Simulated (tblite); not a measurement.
# GeH7NOSi: the cost of one run

Programs: tblite 0.8.0 and PySCF 2.14.0. All values are calculated, for the isolated system unless a continuum is named. Atoms count from 0, parts from 1.

### Step 1. Starting point

11 atoms, charge 0, multiplicity 1; geometry: distance geometry start.

### Step 2. Relaxing the cluster with GFN2-xTB

The job: settings as JSON, then the geometry in Å.

```
{"job": {"kind": "relax", "xc": "GFN2-xTB", "basis": "xTB"}, "charge": 0, "multiplicity": 1}
Ge    -0.114616    -0.978547     1.600614
O     -1.379249    -0.717152     0.233305
Si    -1.235653    -1.305606    -1.417547
N      0.411478    -2.045122    -1.642552
H      1.249992    -1.158987     0.952539
H     -0.106815     0.228127     2.513999
H     -0.468394    -2.223366     2.343668
H     -1.363892    -0.196947    -2.321240
H     -2.236718    -2.263758    -1.691547
H      0.524840    -3.028112    -1.294582
H      0.887858    -1.863590    -2.519600
```

Level: GFN2-xTB geometry optimisation, gas phase.

Started as:

```console
$ OMP_NUM_THREADS=1 python cluster_run.py task.json out
```

The driver reads the jobs from task.json and runs them one after another.

**Question.** How long does this first job take on 1 thread of Intel Xeon Platinum 8259CL at 2.50GHz, shared host?

About 3.4 s.
